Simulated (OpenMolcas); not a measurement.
**Cr³⁺ among point charges: CASSCF and CASPT2 levels and susceptibility**

Aim: the splitting of the states of Cr³⁺ in the field of 2 point charges, its lowest levels with spin-orbit coupling and its magnetic susceptibility.

Program: OpenMolcas 26.06. Level of theory: state-averaged CASSCF and CASPT2, spin-orbit coupling by RASSI with atomic mean-field integrals. These are calculated values, not measurements, unless marked.

## (1) The system

| Quantity | Value |
| --- | --- |
| Species | Cr³⁺ (chromium, Z = 24, 21 electrons) |
| Basis | ANO-RCC-VTZP [6s5p3d2f1g], 59 functions |
| Scalar Hamiltonian | DKH2, point nucleus |
| Inactive shells | 1s 2s 2p 3s 3p |
| Active space | 3 electrons in 5 orbitals (3d) |
| Some configurations of this space | 3d³ |
| Orbitals | optimised for each spin and parity, averaged over all roots |

Outer shells as boxes (Hund's rule):

3d3
```
3d [↑ ][↑ ][↑ ][  ][  ]
```

The ion sits among 2 point charges of -2.5 e arranged as a linear pair (D∞h), 2.09 Å from the ion.

The work runs as a chain of OpenMolcas steps in one folder; each step below is one input file. Labels, J, g values, rates, χT and fits are worked out afterwards by a script from the matrices that RASSI stores. The input lists half of the charges; inversion (Group=XYZ) makes the rest.

## (2) One- and two-electron integrals

Contents of a.inp:

```
&GATEWAY
Coord
1

Cr 0.0 0.0 0.0
Basis=ANO-RCC-VTZP
Group=XYZ
NoMove
AngMom=0.0 0.0 0.0
AMFI
XField
1 Angstrom 0
0.000000 0.000000 2.090000 -2.500000
&SEWARD
```

On the command line:

```bash
$ OMP_NUM_THREADS=1 MOLCAS_MEM=1689 MOLCAS_PROJECT=a pymolcas a.inp > a.log
```

## (3) Reference wave functions, quartets of even parity, 10 roots

Contents of a.inp:

```
&RASSCF
FileOrb=start.orb
Symmetry=1
Spin=4
nActEl=3 0 0
Inactive=3 6
Ras2=5 0
CIRoot=10 10 1
SDav=10
CIMx=300
Iter=120 100
PrWF=0.3
OrbListing=Nothing
MaxOrb=0
>>> COPY $Project.JobIph JOB001
```

start.orb holds the contracted functions of the basis, ordered by shell, or the orbitals of the step before.

## (4) CASSCF: doublets of even parity, 40 roots

Contents of a.inp:

```
&RASSCF
FileOrb=start.orb
Symmetry=1
Spin=2
nActEl=3 0 0
Inactive=3 6
Ras2=5 0
CIRoot=40 40 1
SDav=40
CIMx=300
Iter=120 100
PrWF=0.3
OrbListing=Nothing
MaxOrb=0
>>> COPY $Project.JobIph JOB002
```

## (5) RASSI: spin-orbit coupling between the states

Contents of a.inp:

```
&RASSI
NrOfJobIphs=2 10 40
1 2 3 4 5 6 7 8 9 10
1 2 3 4 5 6 7 8 9 10 11 12 13 14 15 16 17 18 19 20 21 22 23 24 25 26 27
28 29 30 31 32 33 34 35 36 37 38 39 40
IphNames
JOB001
JOB002
EJob
SpinOrbit
DIPRint=1.0
SOCoupling=1000.0
Subsets=2
Property=9
'ANGMOM' 1 'ANGMOM' 2 'ANGMOM' 3 'MLTPL  1' 1 'MLTPL  1' 2 'MLTPL  1' 3
'AMFI' 1 'AMFI' 2 'AMFI' 3
SOProperty=3
'ANGMOM' 1 'ANGMOM' 2 'ANGMOM' 3
```

## (6) CASPT2: IPEA 0.25, imaginary shift 0.1 (closed shells correlated: 3s 3p)

Contents of a.inp:

```
>>> COPY JOB001 $Project.JobIph
&CASPT2
Multistate=10 1 2 3 4 5 6 7 8 9 10
NoMult
Frozen=2 3
IPEA=0.25
Imaginary=0.1
MaxIter=60
WThr=0.0 0.3 0.05
PrWF=0.5
NoMix
>>> COPY JOB002 $Project.JobIph
&CASPT2
Multistate=40 1 2 3 4 5 6 7 8 9 10 11 12 13 14 15 16 17 18 19 20 21 22
23 24 25 26 27 28 29 30 31 32 33 34 35 36 37 38 39 40
NoMult
Frozen=2 3
IPEA=0.25
Imaginary=0.1
MaxIter=60
WThr=0.0 0.3 0.05
PrWF=0.5
NoMix
```

(Steps that only read results are left out.)

Q: Predict the outcome of this session. Wanted: spin-free ground state; first state of the same spin within the active space; lowest level; next level.

The runs gave:

| quantity | value |
| --- | --- |
| method | SS-CASPT2, IPEA 0.25, imaginary shift 0.1 (closed shells correlated: 3s 3p) |
| spin-free ground state | 4Pi, 2-fold in its orbital part |
| first state of the same spin within the active space | 4Sigma at 791 cm⁻¹ |
| lowest level | 2-fold, g = 1.99, 1.99, 2.52 |
| next level | 170.0 cm⁻¹ |
| χT at 300 K | 1.32 cm³ K/mol |
| effective moment at 300 K | 3.25 μB |

Cost by method:

| method | time of its own steps | time with the reference |
| --- | --- | --- |
| A. CASSCF | 19 s | 19 s |
| B. SS-CASPT2, IPEA 0.25, imaginary shift 0.1, +3s 3p | 12 s | 31 s |

Times are of one thread on a shared host.

What this shows: The spin-free ground state (4Pi) comes to 87 % from free-ion F terms and keeps the highest spin of the shell. χT at 300 K is 1.32, against 1.88 cm³ K/mol for the spin alone, so spin-orbit coupling lowers it. CASPT2 does not keep the components of a term degenerate, and the means are used. The field of point charges can differ much from that of real complexes. This is an electrostatic model: the charges have no orbitals.
